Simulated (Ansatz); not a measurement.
CsIrO3, space group Pm-3m: a convergence test of the plane-wave cutoff, run with the Ansatz DFT code, driven from Python.

`csiro3_ecut.py`:
```python
import ansatz as az
import pandas as pd


def main() -> None:
    lattice = az.Lattice.of(
        (4.093677, 0.0, 0.0),
        (0.0, 4.093677, 0.0),
        (0.0, 0.0, 4.093677),
    )
    sites = [
        ("Cs", (0.0, 0.0, 0.0)),
        ("Ir", (0.5, 0.5, 0.5)),
        ("O", (0.5, 0.5, 0.0)),
        ("O", (0.5, 0.0, 0.5)),
        ("O", (0.0, 0.5, 0.5)),
    ]
    cell = az.Crystal(lattice=lattice)
    for symbol, position in sites:
        cell = cell.atom(symbol, position)

    model = (
        cell.calculation()
        .functional("pbesol")
        .kpoints(6)
        .occupations("Gaussian")
        .forces()
        .stress()
    )

    rows = []
    for value in [300, 350, 400, 450, 500, 550]:
        data = model.basis(value).run().report
        rows.append((value, data["free_energy_ev"] / len(data["lattice"]["sites"]), data["n_iterations"], sum(data["stress_gpa"][i][i] for i in range(3)) / 3, max(abs(f) for row in data["forces_ev_ang"] for f in row), data["n_pw"]))

    table = pd.DataFrame(rows, columns=["cutoff (eV)", "F/atom (eV)", "iterations", "P (GPa)", "max component (eV/A)", "plane waves"])
    print(table.round(5).to_string(index=False))

    for row in rows[:-1]:
        shift = 1000 * (row[1] - rows[-1][1])
        print(f"{row[0]}: {shift:+.2f} meV/atom" + ("  (within 1 meV)" if abs(shift) < 1 else ""))


if __name__ == "__main__":
    main()
```

From which cutoff on is the energy per atom within 1 meV of the last row, and how does it get there?

From 500 eV on it stays within 1 meV an atom of the value at 550 eV; the first row (300 eV) is off by 331.6 meV and the last but one by 0.19 meV. The energy falls steadily, as expected when plane waves are added. The pressure moves from -9.00 to -8.71 GPa (the program's stress holds a Pulay correction, so it settles early).

The run itself:

```console
$ python csiro3_ecut.py
DeckWarning: basis.ecutwfc = 300 eV is below the records' recommended 420 eV, and the density's cutoff is lower with it unless basis.ecutrho_ratio is high enough to keep the records' density cutoff: compare with a run at a higher cutoff
DeckWarning: basis.ecutwfc = 350 eV is below the records' recommended 420 eV, and the density's cutoff is lower with it unless basis.ecutrho_ratio is high enough to keep the records' density cutoff: compare with a run at a higher cutoff
DeckWarning: basis.ecutwfc = 400 eV is below the records' recommended 420 eV, and the density's cutoff is lower with it unless basis.ecutrho_ratio is high enough to keep the records' density cutoff: compare with a run at a higher cutoff
 cutoff (eV)  F/atom (eV)  iterations  P (GPa)  max component (eV/A)  plane waves
         300  -3812.35443           7 -8.99624                   0.0          799
         350  -3812.62439           7 -8.56979                   0.0         1021
         400  -3812.67648           7 -8.73002                   0.0         1237
         450  -3812.68477           7 -8.71192                   0.0         1503
         500  -3812.68587           7 -8.70991                   0.0         1743
         550  -3812.68606           7 -8.71066                   0.0         2007
300: +331.63 meV/atom
350: +61.67 meV/atom
400: +9.58 meV/atom
450: +1.28 meV/atom
500: +0.19 meV/atom  (within 1 meV)
```
(Warnings from the package without file and line.)

Reading the output:
- Spin is left out of this run.
- The mesh is modest for a metal, so energies can be off by several to tens of meV an atom and pressures by half a GPa or more; differences at equal mesh fare better.
- Forces vanish by symmetry here and test nothing.
- Pressure is positive in compression.
- Spin-orbit coupling, which matters for elements this heavy, is left out.
- This cell is a computed structure, which may not be the phase found in nature.
- Shifts are counted from the last row, which is itself no proven limit.
- Wall time of the script: 17 s on 1 thread of AMD EPYC 7R13 Processor (Zen 3) (shared host), peak memory 0.52 GiB.

(Lines on the test bed's own set-up are left out of the output.)
